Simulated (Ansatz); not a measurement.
# The Pt atom under LDA: a free atom in a box

Aim: the energy of a free platinum atom, the zero for cohesive energies. It is solved at Γ with spin polarisation and no symmetry, from 0 unpaired electrons. The moment is free to change.

Program: Ansatz 0.2.0. Level of theory: DFT LDA (PW92), plane waves (420 eV) with PAW, scalar-relativistic; PBE-made PAW files. These are calculated values, not measurements.

## 1. The system as given

The box measures 14.0 × 14.4 × 14.8 Å; its three sides differ, so that it imposes no cubic symmetry.

As a file:

```xyz
1
Lattice="14.0000 0.0000 0.0000 0.0000 14.4000 0.0000 0.0000 0.0000 14.8000" Properties=species:S:1:pos:R:3 pbc="T T T"
Pt    7.0000    7.2000    7.4000
```

## 2. From a moment of 0 μB

input.yaml

```yaml
crystal:
  lattice:
    - [14.0, 0.0, 0.0]
    - [0.0, 14.4, 0.0]
    - [0.0, 0.0, 14.8]
  atoms:
    - { symbol: Pt, position: [0.5, 0.5, 0.5], spin: 0.01 }
  symmetry: { detect: false, time_reversal: true }
hamiltonian:
  xc: lda
  pseudopotentials:
    kind: paw
    azcp:
      Pt: "pseudopotentials/Pt.paw.azcp"
basis:
  ecutwfc: 420
  fft_grid_basis: typed
kpoints:
  mp_grid: { grid: [1, 1, 1], shift: [0, 0, 0] }
magnetization:
  spin_polarized: true
scf:
  occupations: { method: fermi_dirac, width: 0.01 }
```

**Question.** What will these runs give? Wanted: start 0: end moment; gap between levels; above fcc.

**Answer**, as computed:

| quantity | value |
| --- | --- |
| start 0: end moment | 2.00 μB |
| gap between levels | none (levels filled in part) |
| above fcc | 7.11 eV/atom |

What this shows: The moment moves from 0 to 2.00 μB. It lies 7.11 eV above the element's usual form at the same level (fcc, from a run of its own). If this is the atom's lowest state, that is the cohesive energy, without zero-point motion or spin-orbit coupling.
